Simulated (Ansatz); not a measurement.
## C2H6SSe, SMILES CSC[SeH]: a single point in a Gaussian basis

Program: the Ansatz DFT code, driven from Python.

Script `energy_c2h6sse.py`:
```python
"""Single point of C2H6SSe in a Gaussian basis."""

from pathlib import Path

import ansatz as az
import numpy as np
import pandas as pd


def main() -> None:
    mol = (
        az.Crystal.molecule()
        .atom("C", (-1.2235, 0.7968, -0.4624))
        .atom("S", (-0.2054, 0.745, 0.9967))
        .atom("C", (0.4854, -0.8772, 0.578))
        .atom("Se", (1.9835, -0.6732, -0.7603))
        .atom("H", (-1.9966, -0.0043, -0.4903))
        .atom("H", (-1.8324, 1.8146, -0.4533))
        .atom("H", (-0.6342, 0.8101, -1.3956))
        .atom("H", (1.0126, -1.2875, 1.5025))
        .atom("H", (-0.2588, -1.5631, 0.2734))
        .atom("H", (2.7526, 0.1876, 0.2142))
    )

    model = mol.calculation().basis(gaussian="6-31G*").functional("cam_b3lyp").forces().orbitals()
    result = model.run(threads=1, backend="cpu", runs_dir="c2h6sse_runs")
    data = result.report

    for key in ("converged", "free_energy_ev", "reference_energy_ev", "n_frozen", "n_occupied", "n_virtual"):
        print(f"{key:22s} {data[key]}")

    state = data["mean_field"]["state"]
    print(f"mean field: {state['energy']['hartree']:.7f} Ha, <S^2> = {abs(state['spin_squared']):.4f}, stability: {state.get('stability', {}).get('kind')}")

    symbols = [site.symbol for site in mol.cartesian_sites]
    forces = np.array(data["forces_ev_ang"])
    print("largest force", round(float(np.linalg.norm(forces, axis=1).max()), 4), "eV/A, rms", round(float(np.sqrt((forces ** 2).mean())), 4))

    charges = data["charge_distribution"]
    table = pd.DataFrame({"atom": symbols, "mulliken": charges["mulliken_charges_e"], "lowdin": charges["lowdin_charges_e"]})
    print(table.round(3).to_string())
    print("dipole (e A):", np.round(charges["dipole_moment_e_ang"], 4) + 0.0)

    lines = Path(data["orbitals_path"]).read_text().splitlines()
    field_of = lambda key: [line.split("=")[1].strip() for line in lines if line.startswith(key)]
    orbitals = [(27.211386 * float(e), s, float(n)) for e, s, n in zip(field_of("Ene="), field_of("Spin="), field_of("Occup="))]
    homo = max(e for e, _, n in orbitals if n > 0.5)
    lumo = min(e for e, _, n in orbitals if n < 0.5)
    for e, spin, n in sorted(orbitals):
        if homo - 10 < e < lumo + 5:
            print(f"{spin:6s} {e:10.3f} eV  occupation {n:.0f}")


if __name__ == "__main__":
    main()
```

```console
$ python energy_c2h6sse.py
converged              True
free_energy_ev         -78350.0266953598
reference_energy_ev    -78350.0266953598
n_frozen               0
n_occupied             [34, 34]
n_virtual              [62, 62]
mean field: -2879.3103735 Ha, <S^2> = 0.0000, stability: minimum
largest force 3.5589 eV/A, rms 1.1031
  atom  mulliken  lowdin
0    C    -0.593  -0.460
1    S     0.153   0.205
2    C    -0.503  -0.443
3   Se    -0.107  -0.054
4    H     0.174   0.121
5    H     0.164   0.135
6    H     0.206   0.133
7    H     0.198   0.151
8    H     0.209   0.144
9    H     0.099   0.067
dipole (e A): [-0.2134 -0.0937  0.0107]
Alpha     -14.430 eV  occupation 2
Alpha     -13.743 eV  occupation 2
Alpha     -13.436 eV  occupation 2
Alpha     -12.124 eV  occupation 2
Alpha     -11.565 eV  occupation 2
Alpha     -11.346 eV  occupation 2
Alpha     -10.359 eV  occupation 2
Alpha      -8.052 eV  occupation 2
Alpha      -7.488 eV  occupation 2
Alpha       0.863 eV  occupation 0
Alpha       2.251 eV  occupation 0
Alpha       2.457 eV  occupation 0
Alpha       3.720 eV  occupation 0
Alpha       3.893 eV  occupation 0
Alpha       4.419 eV  occupation 0
Alpha       5.139 eV  occupation 0
Alpha       5.472 eV  occupation 0
```

Notes:
- Total energies depend on the basis set; only differences at equal settings carry meaning.
- The geometry is a force-field or estimated start, not a minimum of this method, and the basis set is short of its limit.
- The Löwdin charges here are taken after orthogonalising the functions within each atom; they differ from plain Löwdin charges, and their signs can be unphysical.
- Alpha marks a spatial orbital of a restricted run, filled by both spins.
- Levels such as HOMO and LUMO are orbital energies: with these approximate functionals they aren't the ionisation energy and electron affinity, and their gap isn't the fundamental gap.
- Finished in 6.3 s on 1 thread of Intel(R) Xeon(R) CPU @ 2.60GHz (Ice Lake), with other jobs on the host, peak memory 0.36 GiB.
